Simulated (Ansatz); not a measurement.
# Re (Rhenium): further runs on the relaxed cell

The task here is to estimate one member of a computed series from the others.

Computed with Ansatz 0.2.0 (DFT PBE, scalar-relativistic, plane waves, PAW, unless a step's input says otherwise).

## The starting structure

The structure is hexagonal, space group P6_3/mmc (No. 194). The conventional cell has a = 2.775 Å, b = 2.775 Å, c = 4.484 Å, α = 90.00°, β = 90.00°, γ = 120.00°. Around Re (site symmetry -6m2) lie 12 Re at 2.76 to 2.77 Å.

Coordinates:

```cif
data_structure
_symmetry_space_group_name_H-M 'P6_3/mmc'
_symmetry_Int_Tables_number 194
_cell_length_a 2.7749
_cell_length_b 2.7749
_cell_length_c 4.4841
_cell_angle_alpha 90.000
_cell_angle_beta 90.000
_cell_angle_gamma 120.000
_cell_volume 29.90
loop_
_atom_site_label
_atom_site_type_symbol
_atom_site_symmetry_multiplicity
_atom_site_Wyckoff_symbol
_atom_site_fract_x
_atom_site_fract_y
_atom_site_fract_z
_atom_site_occupancy
Re1 Re 2 c 0.33333 0.66667 0.25000 1
```

This cell was relaxed beforehand with the same method: volume 14.95 Å³/atom, gap on the mesh none (metal).

Set-up of the first run:

input.yaml

```yaml
crystal:
  lattice:
    - [2.746856004, 0.0, 0.0]
    - [-1.373428002, 2.37884708, 0.0]
    - [0.0, 0.0, 4.4388306177]
  atoms:
    - { symbol: Re, position: [0.3333333333, 0.6666666667, 0.25] }
    - { symbol: Re, position: [0.6666666667, 0.3333333333, 0.75] }
basis:
  ecutwfc: 420
kpoints:
  mp_grid: { grid: [18, 18, 10] }
hamiltonian:
  xc: pbe
scf:
  occupations: { method: gaussian, width: 0.1 }
output:
  forces: true
  stress: true
  eigenvalues: true
relax:
  adjacent_minimum: "off"
  f_tol: 0.01
  max_steps: 30
  cell: { stress_tol: 0.1, fix: [volume] }
```

Started as:

```bash
$ ansatz run input.yaml --threads 1 --pin off --max-ram 2560MiB --backend cpu --events-out ev --progress --plain --runs-dir out
```

Steps of the session up to this table: The cell scaled to 0.97 of its volume; The cell scaled to 1.03 of its volume; Point at V/V0 = 0.94; Volume × 1.06; Volume × 0.91; The cell scaled to 1.10 of its volume; The cell scaled to 0.88 of its volume.

One table of the session follows, with a row left open; its other results are not shown here.

It belongs to the step «Equation of state». 

```
volume (Å³/atom)  energy above the lowest point (meV/atom)  pressure (GPa)
          13.157                                     307.4           61.60
          13.605                                     162.9           42.26
          14.054                                         ?               ?
          14.502                                      16.1           11.87
          14.951                                       0.0           -0.01
          15.399                                      14.6          -10.10
          15.848                                      55.3          -18.66
          16.446                                     143.2          -28.05
```

**Question.** Estimate the row for volume (Å³/atom) = 14.054.

Worked estimate for «energy above the lowest point (meV/atom)». A straight line through the neighbours (13.605, 162.9) and (14.502, 16.1) gives 162.9 + (16.1 − 162.9) × (14.054 − 13.605) / (14.502 − 13.605) = 89.4; a parabola fitted to 4 rows on both sides gives 68.0.

The run gave: energy above the lowest point (meV/atom): 68.3; pressure (GPa): 25.84. In «energy above the lowest point (meV/atom)» the line misses by +21.1 and the parabola by -0.3.
